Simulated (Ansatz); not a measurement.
**triplet GeSiH6O: levels of theory compared**

Aim: a comparison of 6 runs (UB3LYP/6-31G*, U-wB97X/cc-pVDZ, UBHLYP/cc-pVDZ, UPBE0/cc-pVDZ, RPA@PBE/cc-pVDZ, UMP2/cc-pVDZ) of triplet GeSiH6O. 

The calculation is run with Ansatz 0.2.0.

63 further runs of the same task are left out: 63 set aside as unsound or not needed. Runs told in other sessions of the task aren't counted.

### Step 1. The system as given

The species is GeSiH6O (9 atoms), meant as a triplet with charge 0. SMILES of the parent species: `[OH][GeH2][SiH3]`. The shape is that of a PBE0-D4/def2-TZVP optimisation. This is one conformer, not always the lowest. That shape belongs to the parent species and isn't relaxed for this state.

Bond lengths: O1–Ge2 1.791 Å, Ge2–Si3 2.389 Å, O1–H4 0.960 Å, Ge2–H5 1.546 Å, Ge2–H6 1.536 Å, Si3–H7 1.488 Å, Si3–H8 1.488 Å, Si3–H9 1.486 Å. Some angles: O1–Ge2–Si3 109.9°, O1–Ge2–H5 109.2°, O1–Ge2–H6 103.6°, Si3–Ge2–H5 111.3°, Si3–Ge2–H6 113.0°, Ge2–O1–H4 112.4°, Ge2–Si3–H7 110.2°, Ge2–Si3–H8 109.3°, Ge2–Si3–H9 110.4°, H5–Ge2–H6 109.6°.

### Step 2. The energy at UB3LYP/6-31G(d) (Cartesian functions) (run 1)

Contents of job.yaml:

```yaml
crystal:
  periodic: [false, false, false]
  atoms:
    - {symbol: O, position_ang: [-1.665400, 1.003200, -0.854800]}
    - {symbol: Ge, position_ang: [0.086300, 0.899600, -0.495500]}
    - {symbol: Si, position_ang: [0.525800, -1.010700, 0.870400]}
    - {symbol: H, position_ang: [-1.973400, 0.267900, -1.389000]}
    - {symbol: H, position_ang: [0.873700, 0.832100, -1.824400]}
    - {symbol: H, position_ang: [0.388100, 2.226700, 0.215900]}
    - {symbol: H, position_ang: [1.986000, -1.132800, 1.128400]}
    - {symbol: H, position_ang: [0.060100, -2.236200, 0.166300]}
    - {symbol: H, position_ang: [-0.192800, -0.896100, 2.165800]}
basis:
  gaussian: {orbitals: "6-31G*"}
accuracy: high
hamiltonian: {xc: {name: B3LYP}}
output: {orbitals: {seedname: orbitals}}
total_charge: 0
magnetization: {spin_polarized: true, initial_magnetization: 2}
```

Run with:

```console
ansatz run job.yaml --threads 1 --pin off --max-ram 3480MiB --events-out events.jsonl --progress --plain --runs-dir runs
```

Standard output:

```text
Warning: RAYON_NUM_THREADS=1 ignored (pool sized by the plan → 1); use --threads N
Functional definition: B3LYP
  name "B3LYP"
  parameter a0 = 0.2
  parameter ax = 0.72
  parameter ac = 0.81
  exchange = (1 - a0 - ax)*slater_x + ax*b88_x + a0*exact_x
  correlation = (1 - ac)*vwn_rpa_c + ac*lyp_c
1699 factors; integrals over basis functions are off by at most 4.2e-9 eV
mean field evaluation 1: about -66523.0452 eV, gradient 3.9e1 eV
mean field evaluation 2: about -66470.6880 eV, gradient 1.1e2 eV
mean field evaluation 4: about -66527.5295 eV, gradient 1.6e1 eV
mean field evaluation 8: about -66528.8697 eV, gradient 5.7e-1 eV
mean field evaluation 16: about -66529.0278 eV, gradient 2.4e-3 eV
mean field evaluation 32: about -66529.0278 eV, gradient 2.8e-7 eV
mean field -66529.02776257 eV, -2444.8966752799 hartree, gradient 8.7e-8 eV, S^2 2.005897; 4 other end points of the search recorded, 0 dependent functions left out
reference -66529.02780852 eV, -2444.8966769682 hartree; 31, 29 occupied and 50, 52 virtual orbitals, 1699 factors
Total energy: -66529.02780852 eV, -2444.8966769682 hartree
```

Wall time 22 s (1 thread of Arm Neoverse V1, shared host); peak memory 0.41 GiB.

### Step 3. The energy at U-wB97X/cc-pVDZ (run 2)

Contents of in.yaml:

```yaml
crystal:
  periodic: [false, false, false]
  atoms:
    - {symbol: O, position_ang: [-1.665400, 1.003200, -0.854800]}
    - {symbol: Ge, position_ang: [0.086300, 0.899600, -0.495500]}
    - {symbol: Si, position_ang: [0.525800, -1.010700, 0.870400]}
    - {symbol: H, position_ang: [-1.973400, 0.267900, -1.389000]}
    - {symbol: H, position_ang: [0.873700, 0.832100, -1.824400]}
    - {symbol: H, position_ang: [0.388100, 2.226700, 0.215900]}
    - {symbol: H, position_ang: [1.986000, -1.132800, 1.128400]}
    - {symbol: H, position_ang: [0.060100, -2.236200, 0.166300]}
    - {symbol: H, position_ang: [-0.192800, -0.896100, 2.165800]}
basis:
  gaussian:
    orbitals: cc-pVDZ
magnetization:
  spin_polarized: true
  initial_magnetization: 2
hamiltonian:
  xc: {name: wB97X}
accuracy: high
output:
  orbitals: {seedname: orbitals}
```

Run with:

```console
ansatz run in.yaml --threads 1 --pin off --max-ram 3480MiB --events-out events.jsonl --progress --plain --runs-dir runs
```

Standard output:

```text
Warning: RAYON_NUM_THREADS=1 ignored (pool sized by the plan → 1); use --threads N
Functional definition: wB97X
  name "wB97X"
  parameter omega = 0.3/bohr
  parameter cx = 0.157706
  parameter cx1 = 0.726479
  parameter cx2 = 1.04760
  parameter cx3 = -5.70635
  parameter cx4 = 13.2794
  parameter css1 = -4.33879
  parameter css2 = 18.2308
  parameter css3 = -31.7430
  parameter css4 = 17.2901
  parameter cos1 = 2.37031
  parameter cos2 = -11.3995
  parameter cos3 = 6.58405
  parameter cos4 = -3.78132
  exchange = spin_sum(e_x_unif_sr(omega)*poly(b97_u_x, 1 - cx, cx1, cx2, cx3, cx4)) + cx*exact_x_sr(omega)
      + exact_x_lr(omega)
  correlation = spin_sum(e_c_pw_same_spin*poly(b97_u_same, 1, css1, css2, css3, css4))
      + integral(e_c_pw_opposite_spin*poly(b97_u_opposite, 1, cos1, cos2, cos3, cos4))
2066 factors; integrals over basis functions are off by at most 4.7e-9 eV
391 factors; integrals over basis functions are off by at most 2.6e-9 eV
mean field evaluation 1: about -66529.4217 eV, gradient 3.4e1 eV
mean field evaluation 2: about -66520.3163 eV, gradient 5.9e1 eV
mean field evaluation 4: about -66534.4641 eV, gradient 1.4e0 eV
mean field evaluation 8: about -66534.6030 eV, gradient 1.6e-1 eV
mean field evaluation 16: about -66534.6070 eV, gradient 2.9e-2 eV
mean field evaluation 32: about -66534.6070 eV, gradient 4.2e-5 eV
mean field evaluation 64: about -66533.7505 eV, gradient 5.1e0 eV
mean field -66534.60703313 eV, -2445.1017096911 hartree, gradient 7.4e-8 eV, S^2 2.010455; 6 other end points of the search recorded, 0 dependent functions left out
reference -66534.60703039 eV, -2445.1017095905 hartree; 31, 29 occupied and 58, 60 virtual orbitals, 2066 factors
Total energy: -66534.60703039 eV, -2445.1017095905 hartree
```

Run time: 2.2 min. Hardware: 1 thread of Arm Neoverse V1, shared host; peak memory 0.97 GiB.

Run 3 isn't shown in full; the table further down has it.

### Step 4. The energy at UPBE0/cc-pVDZ (run 4)

Contents of input.yaml:

```yaml
crystal:
  periodic: [false, false, false]
  atoms:
    - {symbol: O, position_ang: [-1.665400, 1.003200, -0.854800]}
    - {symbol: Ge, position_ang: [0.086300, 0.899600, -0.495500]}
    - {symbol: Si, position_ang: [0.525800, -1.010700, 0.870400]}
    - {symbol: H, position_ang: [-1.973400, 0.267900, -1.389000]}
    - {symbol: H, position_ang: [0.873700, 0.832100, -1.824400]}
    - {symbol: H, position_ang: [0.388100, 2.226700, 0.215900]}
    - {symbol: H, position_ang: [1.986000, -1.132800, 1.128400]}
    - {symbol: H, position_ang: [0.060100, -2.236200, 0.166300]}
    - {symbol: H, position_ang: [-0.192800, -0.896100, 2.165800]}
basis:
  gaussian:
    orbitals: cc-pVDZ
output: {orbitals: {seedname: orbitals}}
accuracy: high
total_charge: 0
magnetization:
  spin_polarized: true
  initial_magnetization: 2
hamiltonian:
  xc: {name: PBE0}
```

Run with:

```console
ansatz run input.yaml --threads 1 --pin off --max-ram 3480MiB --events-out events.jsonl --progress --plain --runs-dir runs
```

Standard output:

```text
Warning: RAYON_NUM_THREADS=1 ignored (pool sized by the plan → 1); use --threads N
Functional definition: PBE0
  name "PBE0"
  parameter a = 0.25
  parameter kappa = 0.804
  parameter beta = 0.06672455060314922
  exchange = (1 - a)*pbe_x(kappa = kappa, mu = beta*pi^2/3) + a*exact_x
  correlation = pbe_c(beta = beta)
2066 factors; integrals over basis functions are off by at most 4.7e-9 eV
mean field evaluation 1: about -66516.8415 eV, gradient 3.5e1 eV
mean field evaluation 2: about -66481.6463 eV, gradient 9.1e1 eV
mean field evaluation 4: about -66521.2041 eV, gradient 8.6e0 eV
mean field evaluation 8: about -66521.6271 eV, gradient 2.8e-1 eV
mean field evaluation 16: about -66521.7756 eV, gradient 9.0e-3 eV
mean field evaluation 32: about -66521.7756 eV, gradient 2.9e-6 eV
mean field -66521.77559855 eV, -2444.6301631676 hartree, gradient 8.4e-8 eV, S^2 2.006962; 4 other end points of the search recorded, 0 dependent functions left out
reference -66521.77560150 eV, -2444.6301632761 hartree; 31, 29 occupied and 58, 60 virtual orbitals, 2066 factors
Total energy: -66521.77560150 eV, -2444.6301632761 hartree
```

Wall time 32 s (1 thread of Arm Neoverse V1, shared host); peak memory 0.5 GiB.

Run 5 isn't shown in full; the table further down has it.

### Step 5. The energy at UMP2/cc-pVDZ (run 6)

Contents of in.yaml:

```yaml
basis:
  gaussian: {orbitals: cc-pVDZ}
crystal:
  periodic: [false, false, false]
  atoms:
    - symbol: O
      position_ang: [-1.665400, 1.003200, -0.854800]
    - symbol: Ge
      position_ang: [0.086300, 0.899600, -0.495500]
    - symbol: Si
      position_ang: [0.525800, -1.010700, 0.870400]
    - symbol: H
      position_ang: [-1.973400, 0.267900, -1.389000]
    - symbol: H
      position_ang: [0.873700, 0.832100, -1.824400]
    - symbol: H
      position_ang: [0.388100, 2.226700, 0.215900]
    - symbol: H
      position_ang: [1.986000, -1.132800, 1.128400]
    - symbol: H
      position_ang: [0.060100, -2.236200, 0.166300]
    - symbol: H
      position_ang: [-0.192800, -0.896100, 2.165800]
accuracy: high
magnetization: {spin_polarized: true, initial_magnetization: 2}
correlation: {method: mp2, frozen_orbitals: {Ge: 9, H: 0, O: 1, Si: 5}}
```

Run with:

```console
ansatz run in.yaml --threads 1 --pin off --max-ram 3480MiB --events-out events.jsonl --progress --plain --runs-dir runs
```

Standard output:

```text
Warning: RAYON_NUM_THREADS=1 ignored (pool sized by the plan → 1); use --threads N
Functional definition: HF
  name "HF"
  exchange = exact_x
  correlation = 0
2066 factors; integrals over basis functions are off by at most 4.7e-9 eV
mean field evaluation 1: about -66457.1036 eV, gradient 2.6e1 eV
mean field evaluation 2: about -66457.1207 eV, gradient 2.6e1 eV
mean field evaluation 4: about -66460.9976 eV, gradient 2.9e0 eV
mean field evaluation 8: about -66461.2553 eV, gradient 2.9e-1 eV
mean field evaluation 16: about -66461.2746 eV, gradient 4.5e-2 eV
mean field evaluation 32: about -66461.2749 eV, gradient 5.1e-5 eV
mean field evaluation 64: about -66461.5822 eV, gradient 7.9e-3 eV
mean field evaluation 96: about -66460.9452 eV, gradient 5.5e0 eV
mean field -66461.58221360 eV, -2442.4180970713 hartree, gradient 3.0e-8 eV, S^2 2.014691; 12 other end points of the search recorded, 0 dependent functions left out
15 core orbitals not correlated: weight in the atoms' cores, before any rotation towards them, 1.000 or more for the frozen orbitals, at most 0.000 for the correlated occupied ones
reference -66461.58221360 eV, -2442.4180970713 hartree; 16, 14 occupied and 58, 60 virtual orbitals, 2066 factors
second order -10.50169828 eV of doubles, -0.00000000 eV of singles
Total energy: -66472.08391188 eV, -2442.8040273648 hartree
```

Wall time 21 s (1 thread of Arm Neoverse V1, shared host); peak memory 0.39 GiB.

### Step 6. The series

```
run                                level  Cartesian functions  frozen core orbitals   energy (Eh)  HOMO energy (eV)   ⟨S²⟩  wall time
  1  UB3LYP/6-31G* (Cartesian functions)                  yes                     –  -2444.896677             -2.24  2.006       22 s
  2                      U-wB97X/cc-pVDZ                   no                     –  -2445.101710             -4.08  2.010    2.2 min
  3                       UBHLYP/cc-pVDZ                   no                     –  -2445.022985             -2.92  2.014       29 s
  4                        UPBE0/cc-pVDZ                   no                     –  -2444.630163             -2.39  2.007       32 s
  5                      RPA@PBE/cc-pVDZ                   no                    15  -2443.119386                 –  2.003       31 s
  6                         UMP2/cc-pVDZ                   no                    15  -2442.804027                 –  2.015       21 s
```

### Step 7. Summary of results

```
                                           quantity           value
                                run 6: total energy  -2442.80403 Eh
run 6: correlation energy (15 core orbitals frozen)      -385.9 mEh
           run 6: ⟨S²⟩ of the reference determinant           2.015
```

What this shows: Totals of different functionals can't be ranked against each other. All runs together took 4.4 min, the longest 2.2 min.
